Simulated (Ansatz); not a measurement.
**AlBeH₂ (doublet): wave-function methods side by side at distance Al1–H3 = 2.965 Å, 6-31G**

Aim: climb from Hartree-Fock through coupled cluster and multireference methods for AlBeH₂ (doublet) at one geometry and basis, and see what each rung misses.

Computed with Ansatz 0.2.0, Gaussian basis. Level: 6-31G, core rule «outside noble gas», up to 6 orbitals frozen.

The runs, in order: UHF; CCSD(T) on natural orbitals of UHF; CCSD(T) on UHF; BCCD(T) on natural orbitals of UHF; CISD as a restricted active space (open shells left free, so some higher excitations enter); CCSDT(Q) on natural orbitals of UHF; CCSDT(Q) on UHF; CCSDTQ on natural orbitals of UHF; CASSCF and MRCISD+Q, 3 electrons in 3 orbitals; CASSCF and NEVPT2, 3 electrons in 3 orbitals; CASSCF and MRCISD+Q, 7 electrons in 10 orbitals; CASSCF and NEVPT2, 7 electrons in 10 orbitals; Full CI.

19 further runs of the same task are left out: 14 that didn't finish, 5 set aside as unsound or not needed. Runs told in other sessions of the task aren't counted.

### 1 What is computed

The geometry derives from a PBE0/def2-TZVP stationary point (not a proven minimum). One bond is set to the value named and the two fragments are kept rigid.

4 atoms, charge 0, spin multiplicity 2.

Atoms are counted from 1 here; the program's logs count them from 0.

Bond lengths: Be2–H4 1.345 Å.

### 2 UHF

in.yaml

```yaml
crystal:
  periodic: [false, false, false]
  atoms:
    - {symbol: Al, position_ang: [0.000000, -0.111694, 0.585914]}
    - {symbol: Be, position_ang: [0.000000, 0.121060, -1.721302]}
    - {symbol: H, position_ang: [0.000000, 1.895979, 2.767764]}
    - {symbol: H, position_ang: [0.000000, 0.011551, -3.061588]}
basis:
  gaussian: {orbitals: 6-31G}
magnetization: {spin_polarized: true, initial_magnetization: 1}
hamiltonian: {xc: hf}
output: {orbitals: {seedname: orbitals}}
```

Command:

```
$ ansatz run in.yaml --threads 1 --pin off --events-out ev --progress --plain --max-ram 2393MiB
```

After this run come: CCSD(T) on natural orbitals of UHF; CCSD(T) on UHF; BCCD(T) on natural orbitals of UHF; CISD as a restricted active space (open shells left free, so some higher excitations enter); CCSDT(Q) on natural orbitals of UHF; CCSDT(Q) on UHF; CCSDTQ on natural orbitals of UHF; CASSCF and MRCISD+Q, 3 electrons in 3 orbitals; CASSCF and NEVPT2, 3 electrons in 3 orbitals; CASSCF and MRCISD+Q, 7 electrons in 10 orbitals; CASSCF and NEVPT2, 7 electrons in 10 orbitals; Full CI.

Before running them: what should the planned runs give, taken together? Wanted: FCI from the RHF energy; RMP2 from FCI; UMP2 from FCI; RCCSD from FCI; RCCSD(T) from FCI; UCCSD(T) from FCI; RCCSDT(Q) from FCI; UCCSDT(Q) from FCI; NEVPT2 pair from FCI.

The runs gave:

| quantity | value |
| --- | --- |
| FCI from the ROHF energy | -2.3934 eV |
| RMP2 from FCI | +104.1 kJ/mol |
| UMP2 from FCI | +86.4 kJ/mol |
| RCCSD from FCI | +12.2 kJ/mol |
| RCCSD(T) from FCI | +4.3 kJ/mol |
| UCCSD(T) from FCI | +6.3 kJ/mol |
| RCCSDT(Q) from FCI | +0.1 kJ/mol |
| UCCSDT(Q) from FCI | +0.3 kJ/mol |
| NEVPT2 pair from FCI | +56.6 kJ/mol |
| NEVPT2 valence from FCI | +14.3 kJ/mol |
| MRCISD+Q valence from FCI | +0.5 kJ/mol |
| levels within 1 kcal/mol (43 meV) | RCCSDT, UCCSDT, RCCSDT(Q), UCCSDT(Q), RCCSDTQ, MRCISD valence, MRCISD+Q valence |
| T1 diagnostic | 0.122 |
| effectively unpaired electrons | 1.49 |

What this shows: RCCSD(T) misses by +4.3 kJ/mol, 1.8 % of the correlation energy. CCSD(T) misses by +4.3 kJ/mol on the restricted determinant and by +6.3 kJ/mol on the unrestricted one; the two need not hold the same state or core. The occupations show static correlation (1.49 effectively unpaired electrons where one determinant has 1). Of the multireference levels listed MRCISD+Q valence comes nearest in total energy (+0.5 kJ/mol), which doesn't show that its space is the better one. Coupled cluster took another determinant than the lowest Hartree-Fock one. These misses are within one basis, not against nature; the frozen cores of restricted and unrestricted runs differ, which can shift their rows.

Levels on UHF freeze UHF's core orbitals, full CI those of ROHF, so the U rows can settle a little off it for that reason alone.

With open shells the CI space here admits some higher excitations, so it is larger than plain CISD.
